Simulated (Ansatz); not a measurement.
Runs of Ansatz 0.2.0 on Ir. The cell holds a sheet with vacuum, 1 atom: a = 2.452 Å, b = 2.452 Å, c = 23.800 Å, α = 90.00°, β = 90.00°, γ = 90.00°. The cell was built by a generator and needn't be a form met in nature.

```csv
task,level,cell,cutoff (eV),basis error allowed,gap on the mesh (eV),work function (eV)
work function,PBEsol,as given,337,0.002 eV/atom,none,6.18
work function,LDA,as given,337,0.002 eV/atom,none,(a)
relaxation of the atoms,PBE,atoms relaxed,-,0.002 eV/atom,-,6.05
projected density of states,PBE,as given,338,0.002 eV/atom,-,6.05
single point,PBE,as given,365,0.001 eV/atom,none,-
```

Alike in all rows: potentials or basis all-electron LAPW, scalar-relativistic; no spin polarisation; k mesh 11 × 11 × 1; smearing fermi-dirac 0.05 eV.

Question: Estimate the missing entries.

Answer: (a) 6.40.

A k mesh can miss the band edges, and the runs leave out spin-orbit coupling on Ir.

A gap of «none» marks a metal or a gap under the smearing width.

Not every run made on this cell is shown here.
